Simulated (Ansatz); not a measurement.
**C2H10AlNSi: one species, many methods**

One table from this session's results is given with a row withheld; the runs are named, their logs left out.

Program: Ansatz 0.2.0, Gaussian basis. Level of theory: functionals in def2-TZVPP, the program's frozen cores in correlated methods. These are calculated values, not measurements.

Plan: LDA (SPW92), PBE-D4, revPBE-D4, BLYP-D4, r2SCAN-D4, B97M-V, PBE0-D4, B3LYP-D4, r2SCANh-D4, r2SCAN0-D4, HSE06-D4, BHLYP-D4, CAM-B3LYP-D4, LC-ωPBE, ωB97X-V, ωB97M-V, B2PLYP, PBE-QIDH; CCSD(T)/def2-SVP; CCSD(T)/def2-TZVPP; MP2/def2-QZVPP; extrapolation to the limit; RPA on PBE.

## Structure used throughout

All runs share one geometry, relaxed beforehand with PBE0-D4 in a triple-zeta def2 set.

15 atoms, charge 0, spin multiplicity 1.

Atoms are counted from 1 here; the program's logs count them from 0.

Bond lengths: C1–Al2 1.960 Å, C1–H6 1.095 Å, C1–H7 1.094 Å, C1–H8 1.095 Å, Al2–Si3 2.453 Å, Al2–C4 1.956 Å, Al2–N5 2.006 Å, Si3–H9 1.498 Å, Si3–H10 1.495 Å, Si3–H11 1.494 Å, C4–N5 1.523 Å, C4–H12 1.088 Å, C4–H13 1.087 Å, N5–H14 1.010 Å, N5–H15 1.011 Å. Angles: Al2–C1–H6 112.0°, Al2–C1–H7 111.9°, Al2–C1–H8 111.0°, H6–C1–H7 107.8°, H6–C1–H8 107.0°, H7–C1–H8 106.8°, C1–Al2–Si3 124.9°, C1–Al2–C4 119.7°, C1–Al2–N5 112.8°, Si3–Al2–C4 115.2°, Si3–Al2–N5 107.8°, C4–Al2–N5 45.2°, Al2–Si3–H9 110.8°, Al2–Si3–H10 114.5°, Al2–Si3–H11 113.5°, H9–Si3–H10 105.8°, H9–Si3–H11 105.7°, H10–Si3–H11 105.9° and more.

Set-up of the first run:

in.yaml

```yaml
crystal:
  periodic: [false, false, false]
  atoms:
    - {symbol: C, position_ang: [-1.773155, 0.357686, 1.302333]}
    - {symbol: Al, position_ang: [-0.133956, -0.115781, 0.338196]}
    - {symbol: Si, position_ang: [2.102404, 0.743029, 0.866181]}
    - {symbol: C, position_ang: [-0.198079, -1.458471, -1.082967]}
    - {symbol: N, position_ang: [-0.357949, -0.056121, -1.654534]}
    - {symbol: H, position_ang: [-2.669906, 0.008104, 0.781172]}
    - {symbol: H, position_ang: [-1.867130, 1.438511, 1.442662]}
    - {symbol: H, position_ang: [-1.785909, -0.093768, 2.299611]}
    - {symbol: H, position_ang: [3.008867, 0.632219, -0.321441]}
    - {symbol: H, position_ang: [2.134129, 2.181984, 1.268999]}
    - {symbol: H, position_ang: [2.784109, -0.004991, 1.965475]}
    - {symbol: H, position_ang: [-1.091546, -2.047535, -1.277740]}
    - {symbol: H, position_ang: [0.674599, -1.949949, -1.504619]}
    - {symbol: H, position_ang: [0.392880, 0.216315, -2.273296]}
    - {symbol: H, position_ang: [-1.241260, 0.098069, -2.120632]}
basis:
  gaussian: {orbitals: def2-TZVPP}
hamiltonian: {xc: lda}
output: {orbitals: {seedname: orbitals}}
```

Launch:

```bash
> ansatz run in.yaml --threads 4 --pin off --events-out ev --progress --plain --max-ram 10444MiB
```

Among the steps run: LDA; PBE-D4 (GGA); revPBE-D4 (GGA); BLYP-D4 (GGA); r2SCAN-D4 (meta-GGA); B97M-V (meta-GGA); B3LYP-D4 (hybrid); r2SCANh-D4 (hybrid); r2SCAN0-D4 (hybrid); HSE06-D4 (hybrid); BHLYP-D4 (hybrid); CAM-B3LYP-D4 (range-separated); LC-ωPBE (range-separated); ωB97X-V (range-separated); ωB97M-V (range-separated); B2PLYP (double hybrid); PBE-QIDH (double hybrid).

One of the session's tables, all rows but one given; the rest of the session is left out.

It belongs to the step «Orbital energies across the functionals». 

| functional | HOMO (eV) | gap (eV) |
| --- | --- | --- |
| LDA (SPW92) | -5.62 | 4.59 |
| PBE-D4 | -5.51 | 4.63 |
| revPBE-D4 | -5.46 | 4.66 |
| BLYP-D4 | -5.39 | 4.60 |
| r2SCAN-D4 | -5.73 | 5.18 |
| B97M-V | -5.81 | 5.00 |
| PBE0-D4 | -6.68 | 6.57 |
| B3LYP-D4 | -6.49 | 6.16 |
| r2SCANh-D4 | ? | ? |
| r2SCAN0-D4 | -6.83 | 6.91 |
| HSE06-D4 | -6.28 | 5.81 |
| BHLYP-D4 | -7.73 | 8.38 |
| CAM-B3LYP-D4 | -8.00 | 8.81 |
| LC-ωPBE | -9.31 | 11.25 |
| ωB97X-V | -8.98 | 10.76 |
| ωB97M-V | -8.79 | 10.21 |

Estimate the missing values for r2SCANh-D4.

Worked estimate for «HOMO (eV)». Against the share of exact exchange, r2SCAN-D4 (0, -5.73), r2SCAN0-D4 (0.25, -6.83) give a slope of -4.40 per unit share; at 0.1 the line stands at -6.17.

**Answer.** HOMO (eV): -6.17; gap (eV): 5.88. In «HOMO (eV)» the line misses by 0.00.
